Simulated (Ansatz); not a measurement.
# Cl₂GaH₆NSi₂: small, medium and large basis sets

An exercise on one series of results from a longer session: the logs are not shown, and one member is left open.

Program: Ansatz 0.2.0, Gaussian basis. Level of theory: one geometry, several basis sets. These are calculated values, not measurements.

Levels to be run: PBE0-D4/def2-SVP; ωB97M-V/def2-SVP; PBE0-D4/def2-QZVPP; ωB97M-V/def2-QZVPP; the functionals' def2-TZVPP values are taken from earlier runs.

## The relaxed structure

An earlier PBE0-D4 in a triple-zeta def2 set relaxation fixed the geometry.

12 atoms, charge 0, spin multiplicity 1.

Atoms are counted from 1 here; the program's logs count them from 0.

Bond lengths: Si1–N2 1.742 Å, Si1–H7 1.487 Å, Si1–H8 1.483 Å, Si1–H9 1.487 Å, N2–Si3 1.746 Å, N2–Ga4 1.820 Å, Si3–H10 1.485 Å, Si3–H11 1.488 Å, Si3–H12 1.485 Å, Ga4–Cl5 2.126 Å, Ga4–Cl6 2.117 Å. Angles: N2–Si1–H7 110.5°, N2–Si1–H8 108.7°, N2–Si1–H9 110.4°, H7–Si1–H8 109.5°, H7–Si1–H9 108.2°, H8–Si1–H9 109.5°, Si1–N2–Si3 118.2°, Si1–N2–Ga4 122.6°, Si3–N2–Ga4 119.2°, N2–Si3–H10 111.4°, N2–Si3–H11 106.5°, N2–Si3–H12 111.4°, H10–Si3–H11 109.3°, H10–Si3–H12 108.8°, H11–Si3–H12 109.3°, N2–Ga4–Cl5 117.6°, N2–Ga4–Cl6 124.0°, Cl5–Ga4–Cl6 118.4°.

The first run:

in.yaml

```yaml
crystal:
  periodic: [false, false, false]
  atoms:
    - {symbol: Si, position_ang: [-0.189742, -1.687268, 0.266783]}
    - {symbol: N, position_ang: [-0.093233, 0.033805, 0.012232]}
    - {symbol: Si, position_ang: [1.465073, 0.727811, -0.362073]}
    - {symbol: Ga, position_ang: [-1.547144, 1.124022, 0.120810]}
    - {symbol: Cl, position_ang: [-1.246258, 3.200743, -0.217909]}
    - {symbol: Cl, position_ang: [-3.504577, 0.448406, 0.562706]}
    - {symbol: H, position_ang: [0.256229, -2.418088, -0.948752]}
    - {symbol: H, position_ang: [-1.596591, -2.044281, 0.572131]}
    - {symbol: H, position_ang: [0.683392, -2.094053, 1.399299]}
    - {symbol: H, position_ang: [1.879468, 1.715234, 0.666334]}
    - {symbol: H, position_ang: [2.436315, -0.398975, -0.381995]}
    - {symbol: H, position_ang: [1.457068, 1.392634, -1.689576]}
basis:
  gaussian: {orbitals: def2-SVP}
hamiltonian: {xc: pbe0, dispersion: d4}
output: {orbitals: {seedname: orbitals}}
```

Started as:

```
$ ansatz run in.yaml --threads 4 --pin off --events-out ev --progress --plain --max-ram 11315MiB
```

Among the steps run: PBE0-D4 in def2-SVP; ωB97M-V in def2-SVP; PBE0-D4 in def2-QZVPP; ωB97M-V in def2-QZVPP.

One table of the session follows, with a row left open; its other results are not shown here.

It belongs to the step «Density functionals: the series». 

| functional | basis | HOMO (eV) |
| --- | --- | --- |
| PBE0-D4 | def2-SVP | -8.02 |
| PBE0-D4 | def2-TZVPP | ? |
| PBE0-D4 | def2-QZVPP | -8.14 |
| ωB97M-V | def2-SVP | -10.21 |
| ωB97M-V | def2-TZVPP | -10.36 |
| ωB97M-V | def2-QZVPP | -10.38 |

Estimate the missing values for PBE0-D4, def2-TZVPP.

**Answer.** HOMO (eV): -8.12. In the column «HOMO (eV)» it lies between PBE0-D4, def2-QZVPP (-8.14) and PBE0-D4, def2-SVP (-8.02).
